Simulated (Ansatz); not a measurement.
Run this with Ansatz 0.2.0 through its Python package and show what comes out.

`cs2biauf6.cif`
```cif
data_Cs2BiAuF6
_cell_length_a 6.783691
_cell_length_b 6.783691
_cell_length_c 6.783691
_cell_angle_alpha 60.00000
_cell_angle_beta 60.00000
_cell_angle_gamma 60.00000
_symmetry_space_group_name_H-M 'P 1'
_symmetry_Int_Tables_number 1
loop_
_symmetry_equiv_pos_as_xyz
'x, y, z'
loop_
_atom_site_label
_atom_site_type_symbol
_atom_site_fract_x
_atom_site_fract_y
_atom_site_fract_z
Cs1 Cs    0.750000    0.750000    0.750000
Cs2 Cs    0.250000    0.250000    0.250000
Bi3 Bi    0.000000    0.000000    0.000000
Au4 Au    0.500000    0.500000    0.500000
F5 F    0.762636    0.237364    0.237364
F6 F    0.237364    0.237364    0.762636
F7 F    0.237364    0.762636    0.762636
F8 F    0.237364    0.762636    0.237364
F9 F    0.762636    0.237364    0.762636
F10 F    0.762636    0.762636    0.237364
```

`scf_cs2biauf6.py`:
```python
import ansatz as az
from ase.io import read
import numpy as np


def main() -> None:
    atoms = read("cs2biauf6.cif")
    cell = az.Crystal.from_ase(atoms)

    job = (
        cell.calculation()
        .basis(470)
        .occupations(az.OccupationsMethod.METHFESSEL_PAXTON, width=0.2)
        .functional("pbesol")
        .kpoints(3, 3, 3)
        .scf(tolerance=1e-08, max_iterations=100)
        .eigensolver("auto", full_accuracy=True)
        .forces()
        .stress()
    )
    done = job.run(threads=1, pin="off")
    rep = done.report

    print(f"free energy      {rep['free_energy_ev']:.5f} eV")
    print(f"per atom         {rep['free_energy_ev'] / len(done.lattice.sites):.5f} eV")
    print(f"SCF iterations   {rep['n_iterations']}  (converged: {rep['converged']})")

    forces = np.array(rep["forces_ev_ang"])
    norms = np.linalg.norm(forces, axis=1)
    print("largest force {:.4f} eV/A on atom {}".format(norms.max(), norms.argmax()))
    print(np.array2string(forces, precision=4, suppress_small=True))

    stress = np.array(rep["stress_gpa"])
    print(f"pressure {np.trace(stress) / 3:.3f} GPa")
    print(np.round(stress, 3) + 0.0)


if __name__ == "__main__":
    main()
```

`python scf_cs2biauf6.py` gives:
```text
DeckWarning: output.stress: scf.convergence.dr2_threshold = 1e-8 eV is looser than the 1e-9 eV advised for a printed stress (1e-10 eV for each atom of the cell: 10). What an SCF threshold leaves in a [...]
free energy      -41227.29998 eV
per atom         -4122.73000 eV
SCF iterations   8  (converged: True)
largest force 0.0860 eV/A on atom 8
[[ 0.      0.      0.    ]
 [-0.     -0.     -0.    ]
 [-0.     -0.     -0.    ]
 [ 0.     -0.     -0.    ]
 [-0.     -0.0702 -0.0496]
 [-0.0608 -0.0351  0.0496]
 [ 0.      0.0702  0.0496]
 [-0.0608  0.0351 -0.0496]
 [ 0.0608 -0.0351  0.0496]
 [ 0.0608  0.0351 -0.0496]]
pressure -2.472 GPa
[[-2.472  0.     0.   ]
 [ 0.    -2.472  0.   ]
 [ 0.     0.    -2.472]]
```
(Warnings from the package without file and line, shortened.)

Caveats:
- These settings explore the input space; cutoff and mesh may be short of convergence.
- Pressure is positive in compression.
- Spin-orbit coupling, which matters for elements this heavy, is left out.
- This cell is a computed structure, which may not be the phase found in nature.
- Cost: roughly 7 core-seconds.

(Lines on the test bed's own set-up are left out of the output.)
